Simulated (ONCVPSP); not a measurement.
# W: variants of one ONCV potential

One potential is built and tested. Then one design choice at a time is changed, to learn what it costs or gains.

The numbers are computed with ONCVPSP 4.0.1 (LDA (Perdew-Wang 92), scalar-relativistic, spin-unpolarised reference atom).

1 further run of the same task is left out (it didn't finish).

## Step 1: The design

Typed settings, in words:

```json
{
  "element": "tungsten (W, Z = 74)",
  "type": "optimised norm-conserving Vanderbilt (ONCV)",
  "frozen core": "[Kr] 4d10",
  "valence charge": "28",
  "reference configuration": "4f14 5s2 5p6 5d4 6s2",
  "partial waves": "5s+6s: rc 1.55 bohr, ncon 3, nbas 8, qcut 8.8 1/bohr, 2 projectors; 5p: rc 2.05 bohr, ncon 3, nbas 8, qcut 6.5 1/bohr, 1 projector; 5d: rc 2.20 bohr, ncon 3, nbas 8, qcut 7.1 1/bohr, 2 projectors, debl 2.9 Ha; 4f: rc 0.60 bohr, ncon 4, nbas 9, qcut 28.2 1/bohr, 2 projectors, debl 0.8 Ha",
  "local potential": "polynomial inside 0.40 bohr (lpopt 5, dvloc0 0 Ha)",
  "core correction": "Teter function, fcfact 3.5, rcfact 1.2"
}
```

## Step 2: The first potential

W.dat

```
# ATOM AND REFERENCE CONFIGURATION
# atsym  z   nc   nv     iexc    psfile
  W 74.00    9    5  -001012      upf
#
#   n    l    f
    1    0    2.00
    2    0    2.00
    2    1    6.00
    3    0    2.00
    3    1    6.00
    3    2   10.00
    4    0    2.00
    4    1    6.00
    4    2   10.00
    4    3   14.00
    5    0    2.00
    5    1    6.00
    5    2    4.00
    6    0    2.00
#
# PSEUDOPOTENTIAL AND OPTIMIZATION
# lmax
    3
#
#   l,   rc,      ep,       ncon, nbas, qcut
    0    1.55    0.00    3    8    8.80
    1    2.05    0.00    3    8    6.50
    2    2.20    0.00    3    8    7.10
    3    0.60    0.00    4    9   28.20
#
# LOCAL POTENTIAL
# lloc, lpopt,  rc(5),   dvloc0
    4    5    0.40    0.00
#
# VANDERBILT-KLEINMAN-BYLANDER PROJECTORs
# l, nproj, debl
    0    2    1.80
    1    1    2.20
    2    2    2.90
    3    2    0.80
#
# MODEL CORE CHARGE
# icmod, fcfact, rcfact
    3    3.50    1.20
#
# LOG DERIVATIVE ANALYSIS
# epsh1, epsh2, depsh
   -4.00    5.00    0.02
#
# OUTPUT GRID
# rlmax, drl
    6.00    0.01
#
# TEST CONFIGURATIONS
# ncnf
    4
# nvcnf
#   n    l    f
    5
    4    3   14.00
    5    0    2.00
    5    1    6.00
    5    2    4.00
    6    0    1.00
#
    5
    4    3   14.00
    5    0    2.00
    5    1    6.00
    5    2    4.00
    6    0    0.00
#
    5
    4    3   14.00
    5    0    2.00
    5    1    6.00
    5    2    3.00
    6    0    0.00
#
    5
    4    3   14.00
    5    0    2.00
    5    1    6.00
    5    2    4.50
    6    0    1.50
#
```

Command:

```bash
$ oncvpsp.x < W.dat > W.out
```

Output in W.out (without the consistency checks and plot data):

```text
ONCVPSP  (Optimized Norm-Conservinng Vanderbilt PSeudopotential)
scalar-relativistic version 4.0.1

#   n    l    f        energy (Ha)
    1    0    2.00    -2.5518624E+03
    2    0    2.00    -4.4048929E+02
    2    1    6.00    -3.8536175E+02
    3    0    2.00    -1.0142897E+02
    3    1    6.00    -8.5106989E+01
    3    2   10.00    -6.6304966E+01
    4    0    2.00    -2.0899572E+01
    4    1    6.00    -1.5543542E+01
    4    2   10.00    -8.7556669E+00
    4    3   14.00    -1.2296833E+00
    5    0    2.00    -2.9141510E+00
    5    1    6.00    -1.5944019E+00
    5    2    4.00    -1.7195933E-01
    6    0    2.00    -2.1693672E-01

Reference configufation results
  iterations    28
  all-electron total energy (Ha)   -1.61330958D+04

Begin loop to  construct optimized pseudo wave functions
and semi-local pseudopoentials for all angular momenta

Calculating optimized projector #   1

 for l=   0

    Fraction of norm inside rc  0.908356
    Optimizing pswf for qcut=   8.80 a_B^-1,  ecut=  38.75 Ha
    Residual kinetic energy error=  2.74D-07 Ha

    Energy error per electron        Cutoff
         Ha          eV             Ha
         0.01000     0.27211       20.44
         0.00100     0.02721       25.90
         0.00010     0.00272       30.14
         0.00001     0.00027       33.67

Calculating optimized projector #   2

 for l=   0

    Fraction of norm inside rc  0.047473
    Optimizing pswf for qcut=   8.80 a_B^-1,  ecut=  38.75 Ha
    Residual kinetic energy error=  1.04D-07 Ha

    Energy error per electron        Cutoff
         Ha          eV             Ha
         0.01000     0.27211       16.20
         0.00100     0.02721       22.98
         0.00010     0.00272       28.21
         0.00001     0.00027       32.53

Calculating optimized projector #   1

 for l=   1

    Fraction of norm inside rc  0.950344
    Optimizing pswf for qcut=   6.50 a_B^-1,  ecut=  21.15 Ha
    Residual kinetic energy error=  2.49D-08 Ha

    Energy error per electron        Cutoff
         Ha          eV             Ha
         0.01000     0.27211        9.31
         0.00100     0.02721       12.12
         0.00010     0.00272       14.48
         0.00001     0.00027       16.39

   Wellstate for l =  2  n =  7
     eigenvalue =   2.7280
     asymptotic potential =   3.2280
     half-point radius =  3.5109

Calculating optimized projector #   1

 for l=   2

    Fraction of norm inside rc  0.642150
    Optimizing pswf for qcut=   7.10 a_B^-1,  ecut=  25.19 Ha
    Residual kinetic energy error=  1.44D-08 Ha

    Energy error per electron        Cutoff
         Ha          eV             Ha
         0.01000     0.27211       10.75
         0.00100     0.02721       14.32
         0.00010     0.00272       17.42
         0.00001     0.00027       19.95

Calculating optimized projector #   2

 for l=   2

    Fraction of norm inside rc  0.220058
    Optimizing pswf for qcut=   7.10 a_B^-1,  ecut=  25.19 Ha
    Residual kinetic energy error=  1.08D-07 Ha

    Energy error per electron        Cutoff
         Ha          eV             Ha
         0.01000     0.27211       13.14
         0.00100     0.02721       16.50
         0.00010     0.00272       18.88
         0.00001     0.00027       20.62

WARNING wellstate: negative energy specified for n= 5 l=  3
WARNING scattering state with energy  0.25000000
WARNING will be used for the first projector

   Wellstate for l =  3  n =  5
     eigenvalue =   0.2500
     asymptotic potential =   0.7500
     half-point radius = 11.5154

Calculating optimized projector #   1

 for l=   3

    Fraction of norm inside rc  0.583607
    Optimizing pswf for qcut=  28.23 a_B^-1,  ecut= 398.36 Ha
    Residual kinetic energy error=  1.26D-05 Ha

    Energy error per electron        Cutoff
         Ha          eV             Ha
         0.01000     0.27211      297.64
         0.00100     0.02721      338.15
         0.00010     0.00272      370.63
         0.00001     0.00027      415.45

Calculating optimized projector #   2

 for l=   3

    Fraction of norm inside rc  0.000418
    Optimizing pswf for qcut=  28.23 a_B^-1,  ecut= 398.36 Ha
    Residual kinetic energy error=  1.19D-08 Ha

    Energy error per electron        Cutoff
         Ha          eV             Ha
         0.01000     0.27211       70.38
         0.00100     0.02721      169.85
         0.00010     0.00272      242.33
         0.00001     0.00027      297.80

Construct Vanderbilt / Kleinmman-Bylander projectors

B matrix Hermiticity error, ll=   0
   1   2    3.6999E-04

  Orthonormal projector coefficients  3.4487E+01  5.2099E+00

B matrix Hermiticity error, ll=   2
   1   2   -2.5933E-04

  Orthonormal projector coefficients  1.7956E+01  1.1102E+00

B matrix Hermiticity error, ll=   3
   1   2    4.7726E-05

  Orthonormal projector coefficients -2.7925E+01 -1.1188E+01

Model core correction analysis
  based on d2Exc/dn_idn_j

d2excae - all-electron derivatives

   -2.448178D-02   -1.137150D-02   -8.234187D-03   -2.933374D-03
   -9.036156D-04
   -1.137139D-02   -2.560138D-02   -2.272557D-02   -1.045597D-02
   -1.923701D-03
   -8.234113D-03   -2.272557D-02   -2.279971D-02   -1.361850D-02
   -3.194015D-03
   -2.933356D-03   -1.045600D-02   -1.361849D-02   -1.656103D-02
   -1.242846D-02
   -9.036117D-04   -1.923691D-03   -3.193904D-03   -1.242676D-02
   -2.159766D-02

d2excps - pseudofunction derivatives with no core correction

   -4.887876D-02   -1.621694D-02   -1.246838D-02   -3.265672D-03
   -1.345508D-03
   -1.621688D-02   -2.821730D-02   -2.433050D-02   -1.140683D-02
   -2.116434D-03
   -1.246838D-02   -2.433058D-02   -2.298552D-02   -1.387257D-02
   -3.369620D-03
   -3.265663D-03   -1.140689D-02   -1.387254D-02   -1.693219D-02
   -1.248770D-02
   -1.345516D-03   -2.116431D-03   -3.369511D-03   -1.248600D-02
   -2.161370D-02

rms 2nd derivative error    5.264547E-03

rmatch, rhocmatch    0.6614   47.3556

Teter function model core charge with specified parameters

d2excps - pseudofunction derivatives with core correction

   -3.864492D-02   -1.436465D-02   -1.109302D-02   -3.086160D-03
   -1.169084D-03
   -1.436455D-02   -2.704724D-02   -2.351143D-02   -1.124521D-02
   -2.019196D-03
   -1.109298D-02   -2.351149D-02   -2.240998D-02   -1.375882D-02
   -3.301603D-03
   -3.086144D-03   -1.124527D-02   -1.375880D-02   -1.690631D-02
   -1.247521D-02
   -1.169085D-03   -2.019189D-03   -3.301492D-03   -1.247351D-02
   -2.160524D-02

rms 2nd derivative error    3.098219E-03

Pseudoatom total energy -374.528239

Diagnostic tests using Vanderbilt-Kleinman-Bylander pseudopotentials
  1 or more projectors used as specified by nproj input data

   l    rcore       rmatch      e in        delta e   norm test  slope test

   0   1.5558599   1.6030992  -2.9141510   0.0000124   1.0002451   1.0002473
   0   1.5558599   1.6030992  -0.2169367   0.0000071   1.0000640   1.0000481

   1   2.0609886   2.1235647  -1.5944019   0.0000005   1.0000003   0.9999985

   2   2.2011689   2.2680012  -0.1719593  -0.0000012   1.0000465   1.0000485
   2   2.2011689   2.2680012   2.7280407   0.0000560   1.0001853   1.0001853

   3   0.6010236   0.6192720  -1.2296833   0.0004235   1.0006476   1.0002352
   3   0.6010236   0.6192720   0.2500000  -0.0003217   1.0011462   1.0011462

 Testing for bound ghosts
   n   l    E NL Schr. Eq   E Basis Diag.   E Cutoff

       0                      -90.194767    109.04  WARNING - GHOST(-)
       0                       -7.708793    109.04  WARNING - GHOST(-)
   1   0       -2.914139       -2.914116    109.04
   2   0       -0.216930       -0.134248    109.04

       1                      -43.561408     52.86  WARNING - GHOST(-)
   2   1       -1.594401       -1.594231     52.86

       2                       -9.549831     71.08  WARNING - GHOST(-)
   3   2       -0.171961       -0.170389     71.08

   4   3       -1.229260       -1.190444   1364.80

 Testing for highly-localized positive-energy ghosts
       l    <radius>/rc     E Basis Diag.   E Cutoff

Test configuration 0

   n   l     f        eae           eps        diff
   1   0  2.0000-2551.86243203
   2   0  2.0000 -440.48929288
   2   1  6.0000 -385.36174998
   3   0  2.0000 -101.42896722
   3   1  6.0000  -85.10698897
   3   2 10.0000  -66.30496575
   4   0  2.0000  -20.89957174
   4   1  6.0000  -15.54354244
   4   2 10.0000   -8.75566686
   4   3 14.0000   -1.22968332   -1.22925981    4.24D-04
   5   0  2.0000   -2.91415101   -2.91413863    1.24D-05
   5   1  6.0000   -1.59440194   -1.59440146    4.81D-07
   5   2  4.0000   -0.17195933   -0.17196054   -1.20D-06
   6   0  2.0000   -0.21693672   -0.21692965    7.06D-06

    Total energies and differences
      AE_ref= -1.61330958D+04  AE_tst= -1.61330958D+04  dif=  0.00D+00
      PS_ref= -3.74528239D+02  PS_tst= -3.74528239D+02  dif= -1.93D-12
      PSP excitation error=  1.93D-12

Test configuration 1

   n   l     f        eae           eps        diff
   1   0  2.0000-2552.14244452
   2   0  2.0000 -440.76739100
   2   1  6.0000 -385.63991795
   3   0  2.0000 -101.70726924
   3   1  6.0000  -85.38529202
   3   2 10.0000  -66.58312830
   4   0  2.0000  -21.17796169
   4   1  6.0000  -15.82191042
   4   2 10.0000   -9.03394633
   4   3 14.0000   -1.50789877   -1.50864332   -7.45D-04
   5   0  2.0000   -3.19235190   -3.19252419   -1.72D-04
   5   1  6.0000   -1.87300341   -1.87310447   -1.01D-04
   5   2  4.0000   -0.44082075   -0.44079616    2.46D-05
   6   0  1.0000   -0.45856944   -0.45858289   -1.35D-05

    Total energies and differences
      AE_ref= -1.61330958D+04  AE_tst= -1.61327604D+04  dif=  3.35D-01
      PS_ref= -3.74528239D+02  PS_tst= -3.74192773D+02  dif=  3.35D-01
      PSP excitation error= -1.17D-04

Test configuration 2

   n   l     f        eae           eps        diff
   1   0  2.0000-2552.46365723
   2   0  2.0000 -441.08599442
   2   1  6.0000 -385.95862691
   3   0  2.0000 -102.02578329
   3   1  6.0000  -85.70380993
   3   2 10.0000  -66.90150957
   4   0  2.0000  -21.49653297
   4   1  6.0000  -16.14046013
   4   2 10.0000   -9.35238171
   4   3 14.0000   -1.82609655   -1.82795420   -1.86D-03
   5   0  2.0000   -3.50978930   -3.51011432   -3.25D-04
   5   1  6.0000   -2.18986553   -2.19007097   -2.05D-04
   5   2  4.0000   -0.74222097   -0.74215317    6.78D-05

    Total energies and differences
      AE_ref= -1.61330958D+04  AE_tst= -1.61321718D+04  dif=  9.24D-01
      PS_ref= -3.74528239D+02  PS_tst= -3.73603889D+02  dif=  9.24D-01
      PSP excitation error= -3.34D-04

Test configuration 3

   n   l     f        eae           eps        diff
   1   0  2.0000-2552.94277433
   2   0  2.0000 -441.56686801
   2   1  6.0000 -386.43950989
   3   0  2.0000 -102.50362419
   3   1  6.0000  -86.18166909
   3   2 10.0000  -67.37992227
   4   0  2.0000  -21.97398037
   4   1  6.0000  -16.61801581
   4   2 10.0000   -9.83008685
   4   3 14.0000   -2.30264271   -2.29924636    3.40D-03
   5   0  2.0000   -3.98028780   -3.97943334    8.54D-04
   5   1  6.0000   -2.65040566   -2.65006038    3.45D-04
   5   2  3.0000   -1.15529918   -1.15507523    2.24D-04

    Total energies and differences
      AE_ref= -1.61330958D+04  AE_tst= -1.61312271D+04  dif=  1.87D+00
      PS_ref= -3.74528239D+02  PS_tst= -3.72659225D+02  dif=  1.87D+00
      PSP excitation error= -3.53D-04

Test configuration 4

   n   l     f        eae           eps        diff
   1   0  2.0000-2551.82602472
   2   0  2.0000 -440.45110117
   2   1  6.0000 -385.32362185
   3   0  2.0000 -101.39130516
   3   1  6.0000  -85.06932598
   3   2 10.0000  -66.26712046
   4   0  2.0000  -20.86189582
   4   1  6.0000  -15.50581332
   4   2 10.0000   -8.71782047
   4   3 14.0000   -1.19192780   -1.19326719   -1.34D-03
   5   0  2.0000   -2.87712143   -2.87745360   -3.32D-04
   5   1  6.0000   -1.55980395   -1.55999489   -1.91D-04
   5   2  4.5000   -0.14934148   -0.14932372    1.78D-05
   6   0  1.5000   -0.20644558   -0.20645731   -1.17D-05

    Total energies and differences
      AE_ref= -1.61330958D+04  AE_tst= -1.61330703D+04  dif=  2.55D-02
      PS_ref= -3.74528239D+02  PS_tst= -3.74502651D+02  dif=  2.56D-02
      PSP excitation error= -7.57D-05
```

It took 6.2 s on 1 thread, shared host.

The projector energies used in the f channel were -1.230, 0.250 Ha; the program set a typed value aside.

Partial waves on a coarse radial grid (AE all-electron, PS pseudo):

| r (bohr) | 5s AE | 5s PS |
| --- | --- | --- |
| 0.110 | 0.2458 | 0.0389 |
| 0.220 | 0.0530 | 0.1072 |
| 0.330 | -0.5961 | 0.2316 |
| 0.440 | -0.4445 | 0.4113 |
| 0.550 | 0.0976 | 0.6212 |
| 0.660 | 0.6159 | 0.8251 |
| 0.770 | 0.9595 | 0.9876 |
| 0.880 | 1.1230 | 1.0842 |
| 0.990 | 1.1501 | 1.1066 |
| 1.100 | 1.0903 | 1.0629 |
| 1.210 | 0.9833 | 0.9713 |
| 1.320 | 0.8568 | 0.8534 |
| 1.430 | 0.7284 | 0.7279 |
| 1.540 | 0.6081 | 0.6079 |
| 1.650 | 0.5005 | 0.5004 |
| 1.760 | 0.4075 | 0.4074 |
| 1.870 | 0.3290 | 0.3289 |
| 1.980 | 0.2637 | 0.2637 |
| 2.090 | 0.2103 | 0.2102 |
| 2.200 | 0.1669 | 0.1668 |
| 2.310 | 0.1319 | 0.1319 |
| 2.420 | 0.1039 | 0.1039 |
| 2.530 | 0.0817 | 0.0817 |
| 2.640 | 0.0641 | 0.0640 |
| 2.750 | 0.0501 | 0.0501 |
| 2.860 | 0.0391 | 0.0391 |

Densities times 4π (e/bohr³); a dash where the program caps the true core:

| r (bohr) | pseudo valence | true core | model core |
| --- | --- | --- | --- |
| 0.110 | 7.408 | – | 156 |
| 0.330 | 214.8 | 400.6 | 95.05 |
| 0.550 | 77.68 | 122.8 | 33.48 |
| 0.770 | 30.59 | 17.12 | 5.872 |
| 0.990 | 15.08 | 1.988 | 0.3208 |
| 1.210 | 8.009 | 0.2287 | 0.0003553 |
| 1.430 | 4.217 | 0.02711 | 0.001603 |
| 1.650 | 2.238 | 0.00332 | 7.514e-05 |
| 1.870 | 1.249 | 0.0004176 | 5.02e-05 |
| 2.090 | 0.7541 | 5.385e-05 | 1.327e-05 |
| 2.310 | 0.4911 | 7.046e-06 | 2.34e-06 |
| 2.530 | 0.3374 | 9.726e-07 | 0 |
| 2.750 | 0.2394 | 1e-07 | 0 |

## Step 3: Transferability, from the output's test configurations

The tests as a table, with energies relative to 4f14 5s2 5p6 5d4 6s2.

```csv
valence configuration,charge,ΔE all-electron (eV),error AE − PS (meV)
4f14 5s2 5p6 5d4 6s1,+1,9.125,-3.2
4f14 5s2 5p6 5d4 6s0,+2,25.144,-9.1
4f14 5s2 5p6 5d3 6s0,+3,50.849,-9.6
4f14 5s2 5p6 5d4.5 6s1.5,0,0.694,-2.1
```

## Step 4: Scattering by logarithmic derivatives

Taken from the files of the generation run. The phase is arctan(r·R′/R) of the radial function R, unwrapped, with energies in Ha. A pole is an energy at which the radial function vanishes at the test radius. The pseudo phase is shifted by a multiple of π to meet the all-electron one at the reference energy. Levels narrower than the energy grid can be missing from the poles. The last column is the largest difference on the grid between −0.5 and +0.5 Ha.

| channel | radius (bohr) | reference (Ha) | poles AE | poles PS | window around the reference with phases within 0.05 rad (Ha) | largest difference near zero (rad) |
| --- | --- | --- | --- | --- | --- | --- |
| s | 1.57 | -0.22 | -2.13 | -2.13 | the whole range | 0.000 |
| p | 2.09 | -1.59 | -1.34, 4.36 | -1.35, 1.43 | below -0.3 | 0.446 |
| d | 2.23 | -0.17 | 0.46 | 0.46 | the whole range | 0.000 |
| f | 0.61 | -1.23 | none | none | the whole range | 0.000 |

Phases (rad) along the scan:

| E (Ha) | p AE | p PS | f AE | f PS |
| --- | --- | --- | --- | --- |
| -3.98 | 1.328 | 1.328 | -0.494 | -0.494 |
| -3.50 | 1.296 | 1.295 | -0.618 | -0.618 |
| -3.02 | 1.243 | 1.242 | -0.730 | -0.730 |
| -2.54 | 1.134 | 1.131 | -0.831 | -0.831 |
| -2.06 | 0.656 | 0.645 | -0.919 | -0.919 |
| -1.58 | -1.351 | -1.351 | -0.997 | -0.997 |
| -1.10 | -1.682 | -1.687 | -1.065 | -1.065 |
| -0.62 | -1.822 | -1.841 | -1.125 | -1.125 |
| -0.14 | -1.972 | -2.047 | -1.178 | -1.178 |
| 0.34 | -2.244 | -2.691 | -1.225 | -1.225 |
| 0.82 | -2.941 | -4.172 | -1.266 | -1.266 |
| 1.30 | -3.896 | -4.640 | -1.304 | -1.304 |
| 1.78 | -4.302 | -4.924 | -1.337 | -1.337 |
| 2.26 | -4.471 | -5.693 | -1.368 | -1.368 |
| 2.74 | -4.563 | -7.223 | -1.396 | -1.396 |
| 3.22 | -4.622 | -7.562 | -1.421 | -1.421 |
| 3.70 | -4.665 | -7.681 | -1.445 | -1.445 |
| 4.18 | -4.700 | -7.746 | -1.467 | -1.467 |
| 4.66 | -4.732 | -7.789 | -1.487 | -1.487 |

## Step 5: Convergence and ghost test

Read off the output, the cutoffs (Ha) at which the residual kinetic energy of the hardest occupied pseudo-wave falls to 1 and 0.1 mHa per electron: 338 Ha and 371 Ha.

The program's own ghost test: GHOST(-) flagged for s at -2454.3 eV, s at -209.8 eV, p at -1185.4 eV, d at -259.9 eV; no localised positive-energy state flagged.

Cutoff (Ha) at which the first wave of each channel reaches a given error (Ha per electron):

| error | s | p | d | f |
| --- | --- | --- | --- | --- |
| 1.0e-02 | 20.4 | 9.3 | 10.7 | 297.6 |
| 3.2e-03 | 23.3 | 10.8 | 12.6 | 319.0 |
| 1.0e-03 | 25.9 | 12.1 | 14.3 | 338.1 |
| 3.2e-04 | 28.1 | 13.3 | 15.9 | 354.8 |
| 1.0e-04 | 30.1 | 14.5 | 17.4 | 370.6 |
| 3.2e-05 | 32.2 | 15.5 | 18.8 | 383.9 |
| 1.0e-05 | 33.7 | 16.4 | 20.0 | 415.4 |

[end of part 1 of 2]
